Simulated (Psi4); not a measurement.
**SnS (SMILES [S][Sn]): HF/STO-3G**

What is the vertical singlet–triplet gap of SnS at HF/STO-3G? 

The results are computed with Psi4 1.11.

6 further runs of the same task are left out: 3 that didn't finish, 3 set aside as unsound or not needed.

## (1) The molecule

SnS has 2 atoms, charge 0, and is taken as a singlet. SMILES: `[S][Sn]`. The bond length is the measured one.

Bond lengths: S1–Sn2 2.209 Å.

## (2) The energy at HF/STO-3G

input.in reads:

```
memory 1.6 GB

molecule mol {
  0 1
  S      0.000000     0.000000     0.000000
  Sn     0.000000     0.000000     2.209026
  symmetry c1
  no_reorient
  no_com
}

set {
  basis STO-3G
  puream true
  e_convergence 1e-09
  d_convergence 1e-08
  scf_type pk
}

E, wfn = energy('hf', return_wfn=True)
oeprop(wfn, 'LOWDIN_CHARGES', 'QUADRUPOLE', 'DIPOLE', title='HF')
```

Run with:

```sh
$ psi4 input.in input.out -n 1
```

input.out:

```text
[...]
  Running in c1 symmetry.
[...]
  Nuclear repulsion =  191.641822475606887
[...]
  Multiplicity = 1
[...]
  Nalpha       = 33
  Nbeta        = 33
[...]
    Number of basis functions: 36
[...]
   @RHF iter   1: -6355.67486265732441   -2.44549e+00   2.50595e-02 DIIS/ADIIS
[...]
   @RHF iter  11: -6356.44967227907000    2.72848e-12   1.93522e-09 DIIS
[...]
    Orbital Energies [Eh]
    ---------------------
    Doubly Occupied:
       1A   -1029.815922     2A   -153.451364     3A   -145.280329
       4A   -145.280329     5A   -145.279665     6A    -90.574227
       7A    -29.532904     8A    -26.515445     9A    -26.515445
      10A    -26.513222    11A    -18.118153    12A    -18.118153
      13A    -18.115797    14A    -18.115797    15A    -18.114432
      16A     -8.502878    17A     -6.133605    18A     -6.131225
      19A     -6.131225    20A     -4.755675    21A     -3.509714
      22A     -3.509714    23A     -3.501309    24A     -0.848144
      25A     -0.830375    26A     -0.830375    27A     -0.823218
      28A     -0.823218    29A     -0.743470    30A     -0.365504
      31A     -0.201118    32A     -0.201118    33A     -0.197600
[...]
  @RHF Final Energy: -6356.44967227907000
   => Energetics <=
    Nuclear Repulsion Energy =            191.6418224756068867
    One-Electron Energy =               -9181.4216468978920602
    Two-Electron Energy =                2633.3301521432144909
    Total Energy =                      -6356.4496722790700005
[...]
 Multipole Moments:
 ------------------------------------------------------------------------------------
     Multipole            Electronic (a.u.)      Nuclear  (a.u.)        Total (a.u.)
 ------------------------------------------------------------------------------------
 L = 1.  Multiply by 2.5417464519 to convert [e a0] to [Debye]
 Dipole X            :         -0.0000000            0.0000000           -0.0000000
 Dipole Y            :         -0.0000000            0.0000000           -0.0000000
 Dipole Z            :       -207.9850199          208.7227072            0.7376873
 Magnitude           :                                                    0.7376873
 L = 2.  Multiply by 1.3450342976 to convert [e a0^2] to [Debye ang]
 Quadrupole XX       :        -23.6719306            0.0000000          -23.6719306
 Quadrupole XY       :         -0.0000000            0.0000000           -0.0000000
[...]
```

Run time: 2.5 s. Hardware: 1 thread of Intel Xeon Platinum 8259CL at 2.50GHz (Skylake/Cascade Lake), shared host; peak memory 0.19 GiB.

## (3) The triplet: energy and forces at UHF/STO-3G

ssn.in reads:

```
memory 1600 MB

molecule system {
  0 3
  S
  Sn 1 R2

  R2 = 2.209026
  symmetry c1
  no_reorient
  no_com
}

set basis STO-3G
set reference uhf
set puream true
set e_convergence 1e-09
set d_convergence 1e-08
set scf_type pk
set maxiter 100

E, wfn = gradient("scf", return_wfn=True)
oeprop(wfn, "MAYER_INDICES", "LOWDIN_CHARGES", "DIPOLE", title="SCF")
```

Run with:

```sh
$ psi4 -n 1 ssn.in ssn.out
```

ssn.out:

```text
[...]
  Running in c1 symmetry.
[...]
  Nuclear repulsion =  191.641822475606887
[...]
  Multiplicity = 3
[...]
  Nalpha       = 34
  Nbeta        = 32
[...]
    Number of basis functions: 36
[...]
   @UHF iter   1: -6355.88706478291715   -2.65770e+00   1.77618e-02 ADIIS/DIIS
[...]
   @UHF iter  16: -6356.40629111969974    3.63798e-12   9.58670e-10 DIIS
[...]
   @S^2 Observed:                2.005177479E+00
[...]
    Orbital Energies [Eh]
    ---------------------
    Alpha Occupied:
       1A   -1029.776791     2A   -153.412909     3A   -145.242211
       4A   -145.241766     5A   -145.241120     6A    -90.650502
       7A    -29.496073     8A    -26.479041     9A    -26.478226
      10A    -26.476894    11A    -18.080681    12A    -18.080045
      13A    -18.080035    14A    -18.077775    15A    -18.077233
      16A     -8.577946    17A     -6.227397    18A     -6.204293
      19A     -6.200857    20A     -4.724505    21A     -3.480145
      22A     -3.475174    23A     -3.472646    24A     -0.887760
      25A     -0.796812    26A     -0.794880    27A     -0.794083
      28A     -0.788532    29A     -0.769924    30A     -0.420839
      31A     -0.358173    32A     -0.277319    33A     -0.219819
      34A     -0.118506
[...]
  @UHF Final Energy: -6356.40629111969974
   => Energetics <=
    Nuclear Repulsion Energy =            191.6418224756068867
    One-Electron Energy =               -9182.0364219383609452
    Two-Electron Energy =                2633.9883083430540864
    Total Energy =                      -6356.4062911196997447
  UHF NO Occupations:
  HONO-2 :   32  A 1.9976129
  HONO-1 :   33  A 1.0000000
[...]
  -Total Gradient:
     Atom            X                  Y                   Z
    ------   -----------------  -----------------  -----------------
       1       -0.000000000000    -0.000000000000     0.065248144574
       2        0.000000000000     0.000000000000    -0.065248144638
[...]
 Multipole Moments:
 ------------------------------------------------------------------------------------
     Multipole            Electronic (a.u.)      Nuclear  (a.u.)        Total (a.u.)
 ------------------------------------------------------------------------------------
 L = 1.  Multiply by 2.5417464519 to convert [e a0] to [Debye]
 Dipole X            :         -0.0000000            0.0000000           -0.0000000
 Dipole Y            :          0.0000000            0.0000000            0.0000000
 Dipole Z            :          8.7434392           -8.7909730           -0.0475338
 Magnitude           :                                                    0.0475338
[...]
```

Wall time 2.9 s (1 thread of Intel Xeon Platinum 8259CL at 2.50GHz (Skylake/Cascade Lake), shared host); peak memory 0.2 GiB.

## (4) What came out

Level: HF/STO-3G.

| quantity | value |
| --- | --- |
| singlet: total energy | -6356.44967 Eh |
| singlet: dipole moment | 1.88 D |
| singlet: HOMO energy | -5.38 eV |
| singlet: LUMO energy | 5.07 eV |
| singlet: HOMO–LUMO gap | 10.45 eV |
| triplet: total energy | -6356.40629 Eh |
| triplet: dipole moment | 0.12 D |
| triplet: HOMO energy (highest over α and β) | -3.22 eV |
| triplet: LUMO energy (lowest over α and β) | 4.40 eV |
| triplet: ⟨S²⟩ | 2.005 |
| triplet: largest force on an atom | 3.355 eV/Å |
| vertical energy of the triplet above the singlet | 1.180 eV |

**Reading.** At this shape the triplet lies 1.18 eV (114 kJ/mol) above the singlet. In a minimal basis such a difference can be off by several eV, whatever the method. Relativity is left out (singlet) although the molecule holds a heavy atom. Relativity is left out (triplet) although the molecule holds a heavy atom.
